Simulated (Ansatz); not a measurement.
# ZrSi4Pd: a closer look at a trial structure

Aim: for this structure of ZrSi4Pd, compute bands, density of states and charges.

Program: Ansatz 0.2.0. Level of theory: DFT PBE, scalar-relativistic, plane waves, PAW. These are calculated values, not measurements.

1 further run of the same task is left out (set aside as unsound or not needed).

## 1. The starting structure

It takes space group F-43m (No. 216, cubic). Conventional cell: a = 7.130 Å, b = 7.130 Å, c = 7.130 Å, α = 90.00°, β = 90.00°, γ = 90.00°. Zr (site symmetry -43m) is surrounded by 12 Si at 2.96 Å and 4 Pd at 3.09 Å. Si (site symmetry 3m) has 6 Si at 2.49 to 2.55 Å and 3 Pd at 2.95 Å and 3 Zr at 2.96 Å as nearest neighbours. Pd (site symmetry -43m) has 12 Si at 2.95 Å and 4 Zr at 3.09 Å as nearest neighbours.

Structure file:

```cif
data_structure
_symmetry_space_group_name_H-M 'F-43m'
_symmetry_Int_Tables_number 216
_cell_length_a 7.1302
_cell_length_b 7.1302
_cell_length_c 7.1302
_cell_angle_alpha 90.000
_cell_angle_beta 90.000
_cell_angle_gamma 90.000
_cell_volume 362.49
loop_
_atom_site_label
_atom_site_type_symbol
_atom_site_symmetry_multiplicity
_atom_site_Wyckoff_symbol
_atom_site_fract_x
_atom_site_fract_y
_atom_site_fract_z
_atom_site_occupancy
Zr1 Zr 4 d 0.25000 0.25000 0.75000 1
Si1 Si 16 e 0.37348 0.12652 0.12652 1
Pd1 Pd 4 a 0.00000 0.00000 0.00000 1
```

It is the end of an earlier relaxation with the same method, from a generated guess; it is a trial structure. At a tolerance of 0.05 Å it has space group F-43m (No. 216); it has 15.10 Å³/atom, an uncorrected energy of -0.13 eV/atom over the elements.

## 2. Static run: bands, density of states and charges

input.yaml reads:

```yaml
crystal:
  lattice:
    - [0.0, 3.5650779721, 3.5650779721]
    - [3.5650779721, 0.0, 3.5650779721]
    - [3.5650779721, 3.5650779721, 0.0]
  atoms:
    - { symbol: Zr, position: [0.25, 0.25, 0.25] }
    - { symbol: Si, position: [0.6265206099, 0.1204381702, 0.6265206099] }
    - { symbol: Si, position: [0.6265206099, 0.6265206099, 0.6265206099] }
    - { symbol: Si, position: [0.1204381702, 0.6265206099, 0.6265206099] }
    - { symbol: Si, position: [0.6265206099, 0.6265206099, 0.1204381702] }
    - { symbol: Pd, position: [0.0, 0.0, 0.0] }
basis:
  ecutwfc: 420
kpoints:
  mp_grid: { grid: [10, 10, 10] }
  band_path:
    path:
      - [[0.0, 0.0, 0.0], [-0.5, -0.5, 0.0], [-0.375, -0.375, 0.25]]
      - [[-0.375, 0.0, 0.375], [0.0, 0.0, 0.0], [0.0, 0.0, 0.5], [-0.5, -0.25, 0.25], [-0.5, -0.5, 0.0]]
    npoints: 14
hamiltonian:
  xc: pbe
scf:
  occupations: { method: gaussian, width: 0.1 }
  n_extra_bands: 15
output:
  forces: true
  stress: true
  eigenvalues: true
  populations: true
  dos: { projected: true, de: 0.02, nscf_kmesh: { grid: [12, 12, 12] } }
  bader: true
  write_density: true
  write_potential: true
  elf: true
  volumetric_format: npy
```

The run is started by

```sh
$ ansatz run input.yaml --threads 1 --pin off --max-ram 2560MiB --backend cpu --events-out ev --progress --plain --runs-dir out
```

What it wrote:

```text
Warning: RAYON_NUM_THREADS=1 ignored (pool sized by the plan → 1); use --threads N
scf.n_extra_bands = 15 over 23 filled bands (N_el = 46.0): the run solves 38 bands
Engine: ansatz 0.2.0, x86_64-unknown-linux-gnu
Pseudopotentials: kind: paw
Pseudopotential: Zr, paw, valence charge 12, recommended cutoff 420 eV (normal), Zr.paw.azcp
Pseudopotential: Si, paw, valence charge 4, recommended cutoff 420 eV (normal), Si.paw.azcp
Pseudopotential: Pd, paw, valence charge 18, recommended cutoff 420 eV (normal), Pd.paw.azcp
Functional definition: PBE
  parameter kappa = 0.804
  parameter beta = 0.06672455060314922
  exchange = pbe_x(kappa = kappa, mu = beta*pi^2/3)
  correlation = pbe_c(beta = beta)
Crystal: 6 atoms, lattice volume = 90.623 Å³
Basis set: ecut = 420 eV, 1807 PW (Γ), exchange–correlation on 72×72×72 points (8 copies of the dense FFT grid, shifted against one another)
Bands: 38, of which v1, the nominal top of the filled ones, is band 23 counted from 1 (22 counted from 0)
Symmetry: 24 space group operations
Space group: F-43m (ITA 216), of the structure as read, at distance tolerance 4.5e-5 Å
k-points: 47 of 1000 (time reversal used)
Non-local potential: Zr, projectors of the file, l = 0: 3, l = 1: 2, l = 2: 2, l = 3: 2
Non-local potential: Si, projectors of the file, l = 0: 2, l = 1: 2, l = 2: 2
Non-local potential: Pd, projectors of the file, l = 0: 2, l = 1: 2, l = 2: 2, l = 3: 1
PAW form: soft (Blöchl's): semilocal exchange-correlation on the pseudo side does not see the compensation charge
PAW one-centre angular grid: Zr, 590 points (default); XC on 64 Gauss nodes
PAW one-centre angular grid: Si, 110 points (default); XC on 64 Gauss nodes
PAW one-centre angular grid: Pd, 590 points (default); XC on 64 Gauss nodes
Initial density: superposition of atomic densities (neutral atoms: chi_scale 0, normalization atom), corrected by the library's trained network
Initial wavefunctions: pseudopotential atomic-orbital guess
Functional: x = pbe(κ = 0.804, μ = 0.2195149727645171), c = pbe(β = 0.06672455060314922)
SCF iter   1: F=—  HF=-13700.714034 eV  |F-HF|=—  |Δ(HF+E_count)|=         —  Δρ=6.46e-3  dr2=6.01e-2  ethr=1.77e-3  ⟨swp⟩=5.4  Hψ=7982  notcnv=0  defer=93
preconditioner: auto → Kerker (q_TF=auto, 2.437 Å⁻¹)  [metal: Δε(μ)=0.008 eV  Ē_g=9.202 eV  σ=0.100 eV  W_gap=0.04  n_scr=14 (ndim 8)  ℏωp=21.4 eV  f_vac=0.000  D(μ)=2.61/eV (n_scr^D=14)]
SCF iter   2: F=—  HF=-13700.708259 eV  |F-HF|=—  |Δ(HF+E_count)|=   5.77e-3  Δρ=2.91e-3  dr2=1.21e-2  ethr=1.31e-4  ⟨swp⟩=1.0  Hψ=2162  notcnv=0  defer=118
SCF iter   3: F=—  HF=-13700.706179 eV  |F-HF|=—  |Δ(HF+E_count)|=   2.08e-3  Δρ=8.39e-4  dr2=1.29e-3  ethr=2.62e-5  ⟨swp⟩=1.9  Hψ=1884  notcnv=0  defer=118
SCF iter   4: F=—  HF=-13700.705950 eV  |F-HF|=—  |Δ(HF+E_count)|=   2.29e-4  Δρ=1.62e-4  dr2=3.36e-5  ethr=2.80e-6  ⟨swp⟩=2.5  Hψ=1978  notcnv=0  defer=118
SCF iter   5: F=—  HF=-13700.705934 eV  |F-HF|=—  |Δ(HF+E_count)|=   1.60e-5  Δρ=2.61e-5  dr2=8.74e-7  ethr=7.30e-8  ⟨swp⟩=2.3  Hψ=2093  notcnv=0  defer=118
SCF iter   6: F=-13700.705934 eV  HF=-13700.705934 eV  |F-HF|=3.70e-8  |Δ(HF+E_count)|=   1.42e-7  Δρ=5.22e-6  dr2=5.10e-8  ethr=2.17e-10  ⟨swp⟩=13.2  Hψ=12614  notcnv=0
SCF 1 converged in 6 iterations: F = -13700.705934 eV  dr2 = 5.10e-8
NSCF: frozen V_eff on 86 k-points
NSCF: frozen V_eff on 72 k-points
SCF converged after 6 iterations
Free energy (F): -13700.705934 eV
Harris-Foulkes:  -13700.705934 eV  (|F-HF|=3.70e-8)
Internal energy: -13700.692344 eV  (E = F + TS)
E sigma→0 (E₀):  -13700.699139 eV
Entropy (-TS):   -0.013591 eV (-2.265 meV/atom)
Fermi energy:    13.950093 eV
--- Per-component energies (eV) ---
  E_band       = -224.343586
  E_kinetic    = 1020.038457
  E_local      = -3522.028342  (includes V_loc(G=0)·N_el)
  E_nonlocal   = 398.164848
  E_hartree    = 1448.727819
  E_xc         = -557.056936
  E_vxc        = -597.663353  (∫ρ·V_xc dr)
  E_paw        = -8755.251224  (= ΣΔE_a)
  E_vpaw       = -420.303361  (= ΣTr[D̂ρ^β])
  E_aug_tail   = 0.000238  (compensation charges beyond the density's cutoff)
  E_ewald      = -3733.287203
  E_smearing   = -0.013591  (= −TS)
  E_closure    = 0.000000  (closes the sum)
  Σ components = -13700.705934   (vs F -13700.705934, Δ=0.00e0)
--- Forces (eV/Å), atoms counted from 1 ---
  atom   1  Zr    -0.00000000     0.00000000     0.00000000
  atom   2  Si     0.00007016    -0.00007016     0.00007016
  atom   3  Si    -0.00007016    -0.00007016    -0.00007016
  atom   4  Si    -0.00007016     0.00007016     0.00007016
  atom   5  Si     0.00007016     0.00007016    -0.00007016
  atom   6  Pd     0.00000000    -0.00000000     0.00000000
  max |Σ_I F_I| component: 6.25e-17 eV/Å
--- Stress (GPa, compression-positive) ---
        0.000446      -0.000000       0.000000
        0.000000       0.000446       0.000000
        0.000000       0.000000       0.000446
  P = ⅓ Tr σ = 0.0004 GPa (0.004 kbar)
--- Band table (eV; the first three rows and the last of 47) ---
  k-point 0: bands = ["-70.3078", "-36.0735", "-36.0735", "-36.0735", "-35.1028", "-13.1818", "-13.1818", "-13.1818", "0.4186", "6.6356", "8.0600", "8.0600", "8.0600", "8.7420", "8.7420", "8.7420", "9.1606", "9.1606", "12.3506", "12.3506", "12.3506", "12.6469", "13.2036", "13.2036", "16.0811", "16.0811", "16.0811", "17.8547", "17.8547", "17.8547", "18.8536", "18.8536", "21.3312", "21.4189", "21.4189", "21.4189", "22.9396", "22.9396"]
  k-point 1: bands = ["-70.3078", "-36.0736", "-36.0735", "-36.0735", "-35.1026", "-13.1833", "-13.1819", "-13.1819", "0.4976", "6.1816", "7.8244", "7.8244", "8.0085", "8.8597", "8.8597", "9.1456", "9.4014", "9.4014", "12.2743", "12.3064", "12.3064", "13.0842", "13.2286", "13.2286", "15.5536", "15.9077", "15.9077", "17.8530", "17.8530", "18.2247", "18.9603", "18.9603", "20.9743", "20.9743", "21.4649", "21.6376", "22.7687", "22.8810"]
  k-point 2: bands = ["-70.3078", "-36.0739", "-36.0735", "-36.0735", "-35.1022", "-13.1872", "-13.1823", "-13.1823", "0.7275", "5.3391", "7.4640", "7.4640", "7.7969", "9.0311", "9.0311", "9.9219", "9.9219", "10.0137", "12.1934", "12.2002", "12.2002", "13.3064", "13.3064", "13.9295", "14.9181", "15.4951", "15.4951", "17.8110", "17.8110", "18.6441", "19.0255", "19.0255", "20.3477", "20.3477", "20.7500", "21.5935", "23.0895", "23.2548"]
  k-point 46: bands = ["-70.3078", "-36.0750", "-36.0736", "-36.0735", "-35.1008", "-13.1935", "-13.1898", "-13.1866", "2.5075", "2.7919", "6.1164", "6.1644", "9.1913", "9.3435", "10.0071", "10.2584", "10.8163", "11.1242", "11.1596", "12.3260", "12.3311", "13.0616", "14.4751", "14.9925", "15.3110", "15.3555", "16.1258", "16.4945", "16.7421", "18.2901", "19.3617", "19.4377", "20.1168", "20.4624", "20.7278", "20.9192", "21.9045", "22.1981"]
--- Löwdin populations: 6 sites ---
  site symbol       q [e]
     0     Zr     11.8647
     1     Si      4.0211
     2     Si      4.0211
     3     Si      4.0211
     4     Si      4.0211
     5     Pd     17.3360
  spilling = 0.015541 (of n_electrons = 46.000000)
--- Bader charges: 6 sites ---
  site symbol  charge [e]  shift [e]
     0     Zr      1.4350     0.0000
     1     Si     -0.2545     0.0000
     2     Si     -0.2545     0.0000
     3     Si     -0.2545     0.0000
     4     Si     -0.2544     0.0000
     5     Pd     -0.4172     0.0000
  estimated error of the sums over rays = 7.9e-4 e
```

It took 41 s on 1 thread of Intel Xeon 6975P-C (Granite Rapids), shared host; peak memory 0.56 GiB.

Per atom:

```tsv
atom	Löwdin electrons	Bader charge (e)	Bader volume (Å³)
Zr1	11.86	+1.44	14.2
Si2	4.02	-0.25	14.7
Si3	4.02	-0.25	14.7
Si4	4.02	-0.25	14.7
Si5	4.02	-0.25	14.7
Pd6	17.34	-0.42	17.7
```

The Löwdin counts miss 0.71 of the 46 electrons, which the atomic orbitals do not span, so they are no charges.

bands.tsv at the labelled points (eV, zero at the Fermi level; the bands nearest the Fermi level):

| point | band 20 | band 21 | band 22 | band 23 | band 24 | band 25 | band 26 | band 27 |
| --- | --- | --- | --- | --- | --- | --- | --- | --- |
| Γ | -1.60 | -1.60 | -1.30 | -0.75 | -0.75 | 2.13 | 2.13 | 2.13 |
| X | -1.91 | -0.99 | -0.99 | -0.26 | 0.63 | 2.21 | 2.21 | 2.31 |
| U | -1.85 | -1.00 | -0.79 | -0.75 | 0.74 | 1.71 | 1.93 | 2.31 |
| K | -1.85 | -1.00 | -0.79 | -0.75 | 0.74 | 1.71 | 1.93 | 2.31 |
| Γ | -1.60 | -1.60 | -1.30 | -0.75 | -0.75 | 2.13 | 2.13 | 2.13 |
| L | -1.73 | -0.64 | -0.64 | -0.48 | 0.08 | 1.27 | 1.27 | 2.27 |
| W | -1.71 | -1.56 | -0.95 | 0.73 | 1.10 | 1.31 | 1.31 | 2.18 |
| X | -1.91 | -0.99 | -0.99 | -0.26 | 0.63 | 2.21 | 2.21 | 2.31 |

States per cell in windows of 1 eV, from dos.tsv and pdos.tsv (zero at the Fermi level):

```
from  to  total  Zr 4d  Si 3s  Si 3p  Pd 4d
  -8  -7   2.71   0.16   1.03   1.25   0.13
  -7  -6   1.00   0.10   0.42   0.35   0.10
  -6  -5   2.22   0.16   0.17   1.53   0.24
  -5  -4   3.66   0.35   0.13   1.99   1.08
  -4  -3   5.02   0.51   0.18   1.24   2.94
  -3  -2   2.33   0.17   0.07   0.36   1.63
  -2  -1   5.03   0.81   0.55   1.12   2.30
  -1   0   3.61   0.94   0.36   1.13   0.83
   0   1   2.49   0.85   0.39   0.65   0.15
   1   2   3.82   1.50   0.64   0.84   0.16
   2   3   3.04   1.10   0.29   1.13   0.11
   3   4   3.40   0.99   0.34   1.23   0.09
   4   5   3.94   0.98   0.31   1.50   0.05
   5   6   3.19   0.42   0.24   1.13   0.02
```

A further 20 or so states lie below the table's range.

Axes a, b and c in the maps are those of this run's conventional cell (a, b, c = 7.130, 7.130, 7.130 Å).

Density in a lattice plane of the grid's cell (edges 7.13 and 7.13 Å, at 0.127 of the third edge), which holds Si.

Values in e/Å³, 12 rows by 12 columns:
```
0.50 0.30 0.17 0.18 0.22 0.26 0.38 0.24 0.23 0.34 0.19 0.29
0.19 0.17 0.25 0.47 0.28 0.22 0.37 0.23 0.22 0.39 0.22 0.19
0.24 0.18 0.47 1.16 0.47 0.18 0.24 0.34 0.39 0.40 0.39 0.34
0.37 0.22 0.28 0.47 0.25 0.17 0.19 0.19 0.22 0.39 0.22 0.23
0.38 0.26 0.22 0.18 0.17 0.30 0.50 0.29 0.19 0.34 0.23 0.24
0.36 0.38 0.37 0.24 0.19 0.50 1.30 0.50 0.19 0.24 0.37 0.38
0.38 0.24 0.23 0.34 0.19 0.29 0.50 0.30 0.17 0.18 0.22 0.26
0.37 0.23 0.22 0.39 0.22 0.19 0.19 0.17 0.25 0.47 0.28 0.22
0.24 0.34 0.39 0.40 0.39 0.34 0.24 0.18 0.47 1.16 0.47 0.18
0.19 0.19 0.22 0.39 0.22 0.23 0.37 0.22 0.28 0.47 0.25 0.17
0.50 0.29 0.19 0.34 0.23 0.24 0.38 0.26 0.22 0.18 0.17 0.30
1.30 0.50 0.19 0.24 0.37 0.38 0.36 0.38 0.37 0.24 0.19 0.50
```
Columns run along the first of these edges and rows up along the second, over one cell in 12 and 12 even steps from the bottom left corner. Atoms in the plane (fractional): Si at (0.37, 0.13), Si at (0.87, 0.63), Si at (0.13, 0.37), Si at (0.63, 0.87).

ELF in the same plane.

Values, 12 rows by 12 columns:
```
0.24 0.24 0.20 0.18 0.36 0.50 0.67 0.28 0.30 0.60 0.23 0.17
0.21 0.20 0.14 0.27 0.15 0.36 0.71 0.30 0.28 0.62 0.32 0.23
0.52 0.18 0.27 0.57 0.27 0.18 0.52 0.60 0.62 0.69 0.62 0.60
0.71 0.36 0.15 0.27 0.14 0.20 0.21 0.22 0.32 0.62 0.28 0.30
0.67 0.50 0.36 0.18 0.20 0.24 0.24 0.17 0.22 0.60 0.30 0.28
0.62 0.67 0.71 0.52 0.21 0.24 0.38 0.24 0.21 0.52 0.71 0.67
0.67 0.28 0.30 0.60 0.23 0.17 0.24 0.24 0.20 0.18 0.36 0.50
0.71 0.30 0.28 0.62 0.32 0.23 0.21 0.20 0.14 0.27 0.15 0.36
0.52 0.60 0.62 0.69 0.62 0.60 0.52 0.18 0.27 0.57 0.27 0.18
0.21 0.22 0.32 0.62 0.28 0.30 0.71 0.36 0.15 0.27 0.14 0.20
0.24 0.17 0.22 0.60 0.30 0.28 0.67 0.50 0.36 0.18 0.20 0.24
0.38 0.24 0.21 0.52 0.71 0.67 0.62 0.67 0.71 0.52 0.21 0.24
```
Columns run along the first of these edges and rows up along the second, over one cell in 12 and 12 even steps from the bottom left corner. Atoms in the plane (fractional): Si at (0.37, 0.13), Si at (0.87, 0.63), Si at (0.13, 0.37), Si at (0.63, 0.87).

Both are smooth fields of the valence electrons: close to the nuclei they are not physical.

Outside the cores ELF peaks at 0.76 on the Si–Si line, 1.0 Å from Si.

## 3. The same system, input altered

input.yaml reads:

```yaml
crystal:
  lattice:
    - [0.0, 3.5650779721, 3.5650779721]
    - [3.5650779721, 0.0, 3.5650779721]
    - [3.5650779721, 3.5650779721, 0.0]
  atoms:
    - { symbol: Zr, position: [0.25, 0.25, 0.25] }
    - { symbol: Si, position: [0.6265206099, 0.1204381702, 0.6265206099] }
    - { symbol: Si, position: [0.6265206099, 0.6265206099, 0.6265206099] }
    - { symbol: Si, position: [0.1204381702, 0.6265206099, 0.6265206099] }
    - { symbol: Si, position: [0.6265206099, 0.6265206099, 0.1204381702] }
    - { symbol: Pd, position: [0.0, 0.0, 0.0] }
basis:
  ecutwfc: 420
kpoints:
  mp_grid: { grid: [10, 10, 10] }
hamiltonian:
  xc: pbe
scf:
  occupations: { method: gaussian, width: 0.1 }
  max_iter: 2.5
output:
  forces: true
  eigenvalues: true
  stress: true
```

The run is started by

```sh
$ ansatz run input.yaml --threads 1 --pin off --max-ram 2560MiB --backend cpu --events-out ev --progress --plain --runs-dir out
```

What it wrote:

```text
Error: YAML parse error: error: line 21 column 13: invalid u64
  --> <input>:21:13
   |
19 | scf:
20 |   occupations: { method: gaussian, width: 0.1 }
21 |   max_iter: 2.5
   |             ^ invalid u64
22 | output:
23 |   forces: true
   |
```

Run time: 0.02 s. Hardware: 1 thread of Intel Xeon 6975P-C (Granite Rapids), shared host; peak memory 0.03 GiB.

## 4. Reading the log

The run ended at the input check. Its message: «line 21 column 13: invalid u64»

Look at the input: scf.max_iter is 2.5. The parser can't turn the typed value into what the key holds.

What to do: delete scf.max_iter (the default then holds).

## 5. Summary of results

| quantity | value |
| --- | --- |
| gap | none (metal) |
| states at the Fermi level | 1.74 per eV per cell |
| Bader charges | Zr +1.44, Si -0.25, Pd -0.42 e |

It comes out metallic. Of the projected weight within 0.25 eV of the Fermi level, the largest part is Zr 4d (40 %) and Si 3p (30 %). The projections leave out shells that the potentials don't hold, such as empty d states. Charge transfer between the atoms is strong (Bader charges up to 1.4 e).
